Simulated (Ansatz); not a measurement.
# CuSe2: the cost of one run

Computed with Ansatz 0.2.0 (DFT r2SCAN, scalar-relativistic, plane waves, PAW, unless a step's input says otherwise).

## (1) The starting structure

Symmetry: Pa-3, No. 205, cubic system. Conventional cell: a = 6.307 Å, b = 6.307 Å, c = 6.307 Å, α = 90.00°, β = 90.00°, γ = 90.00°. Zn (site symmetry -3) is surrounded by 6 Se at 2.65 Å. Se (site symmetry 3) is surrounded by 1 Se at 2.37 Å and 3 Zn at 2.65 Å.

As a file:

```cif
data_structure
_symmetry_space_group_name_H-M 'Pa-3'
_symmetry_Int_Tables_number 205
_cell_length_a 6.3070
_cell_length_b 6.3070
_cell_length_c 6.3070
_cell_angle_alpha 90.000
_cell_angle_beta 90.000
_cell_angle_gamma 90.000
_cell_volume 250.88
loop_
_atom_site_label
_atom_site_type_symbol
_atom_site_symmetry_multiplicity
_atom_site_Wyckoff_symbol
_atom_site_fract_x
_atom_site_fract_y
_atom_site_fract_z
_atom_site_occupancy
Zn1 Zn 4 a 0.50000 0.50000 0.00000 1
Se1 Se 8 c 0.10831 0.89169 0.39169 1
```

It goes back to an entry of the Materials Project, which need not be the stable form.

It is the result of an earlier relaxation at this level (volume 20.91 Å³/atom; gap on the mesh: 1.18 eV).

## (2) Swap Zn → Cu

CuSe2 starts from the relaxed positions of ZnSe2, with all lengths scaled by 1.018, a guess from tabulated radii. Atoms that may carry a moment start with parallel spins.

## (3) Quick check of gap, pressure and forces (CuSe2)

File input.yaml:

```yaml
crystal:
  lattice:
    - [6.4221715767, 0.0, 0.0]
    - [0.0, 6.4221715767, 0.0]
    - [0.0, 0.0, 6.4221715767]
  atoms:
    - { symbol: Cu, position: [0.5, 0.5, 0.0], spin: 1.0 }
    - { symbol: Cu, position: [0.5, 0.0, 0.5], spin: 1.0 }
    - { symbol: Cu, position: [0.0, 0.5, 0.5], spin: 1.0 }
    - { symbol: Cu, position: [0.0, 0.0, 0.0], spin: 1.0 }
    - { symbol: Se, position: [0.1083085854, 0.8916914146, 0.3916914146] }
    - { symbol: Se, position: [0.8916914146, 0.3916914146, 0.1083085854] }
    - { symbol: Se, position: [0.3916914146, 0.1083085854, 0.8916914146] }
    - { symbol: Se, position: [0.6083085854, 0.6083085854, 0.6083085854] }
    - { symbol: Se, position: [0.8916914146, 0.1083085854, 0.6083085854] }
    - { symbol: Se, position: [0.1083085854, 0.6083085854, 0.8916914146] }
    - { symbol: Se, position: [0.6083085854, 0.8916914146, 0.1083085854] }
    - { symbol: Se, position: [0.3916914146, 0.3916914146, 0.3916914146] }
basis:
  ecutwfc: 500
kpoints:
  mp_grid: { grid: [4, 4, 4] }
hamiltonian:
  xc: r2scan
scf:
  occupations: { method: gaussian, width: 0.1 }
  lower_state_search: "off"
output:
  forces: true
  stress: true
  eigenvalues: true
  populations: true
magnetization:
  spin_polarized: true
```

Command:

```bash
$ ansatz run input.yaml --threads 2 --pin off --max-ram 5120MiB --backend cpu --events-out ev --progress --plain --runs-dir out
```

Q: Estimate wall time and peak memory on 2 threads of Intel Xeon Platinum 8259CL at 2.50GHz (Skylake/Cascade Lake), shared host.

About 2 min, with a peak of 1.6 GiB.
